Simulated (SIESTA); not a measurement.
# Ge2Sb2Te5 under changes of volume

One of the cells (31.908 Å³/atom); the others are scaled copies at fixed shape and fractional positions:

```
CELL_PARAMETERS angstrom
6.83914 -3.06601 0.00000
6.83914 3.06601 0.00000
-6.83098 0.00000 6.84761
ATOMIC_POSITIONS crystal
Te 0.59470 0.59470 0.38643
Te 0.79529 0.79529 0.19611
Te 0.00832 0.00832 0.00643
Te 0.20652 0.20652 0.80980
Te 0.39996 0.39996 0.59712
Sb 0.90171 0.90171 0.58787
Sb 0.11187 0.11187 0.41735
Ge 0.28429 0.28429 0.18783
Ge 0.49734 0.49734 0.01104
```

The cell comes from a database or a generator and needn't be the stable form of this composition.

```yaml
Program: SIESTA 5.4.2
Functional: LDA
Potentials_or_basis: PseudoDojo 0.4 standard (LDA files)
Basis: DZP (energy shift 0.003 Ry; two zetas on semicore shells)
Grid_cutoff: 800 Ry
Energy_shift: 0.003 Ry
k_mesh: 4 × 4 × 3
Occupations: fermi-dirac, width 0.05 eV
Spin: no spin polarisation
```

| volume (Å³/atom) | energy over the lowest point (meV/atom) | pressure (GPa) | gap on the mesh (eV) | largest force (eV/Å) |
| --- | --- | --- | --- | --- |
| 29.994 | 0.00 | 0.5 | 0.09 | 0.470 |
| 30.632 | 0.14 | -0.6 | 0.08 | 0.338 |
| 31.270 | ? | ? | ? | ? |
| 31.908 | 12.84 | -2.5 | 0.07 | 0.113 |
| 32.546 | 24.52 | -3.3 | 0.07 | 0.120 |
| 33.184 | 39.26 | -4.0 | 0.07 | 0.150 |
| 33.823 | 56.71 | -4.7 | 0.08 | 0.220 |

Q: What does the run at 31.270 Å³/atom give?

A: Energy over the lowest point 4.57 meV/atom; pressure -1.6 GPa; gap on the mesh 0.07 eV; largest force 0.217 eV/Å.

Worked out: A Birch-Murnaghan fit of order 3 (a polynomial in V^(-2/3)) to the other rows has its minimum at 30.29 Å³/atom with B0 = V·E''(V) = 55 GPa and B' = 4.5 at fixed shape and positions, which overstates the stiffness. It gives 4.57 meV/atom at 31.270 Å³/atom, against the run's 4.57, and -dE/dV = -1.6 GPa, against -1.6.

Energies are extrapolated to zero smearing.

Caveats: spin-orbit coupling is left out, which moves the levels of the heavy elements; an odd mesh through Γ misses points on the zone boundary, where band edges often lie; the basis of atomic orbitals isn't converged, which shifts pressures, moduli and gaps.
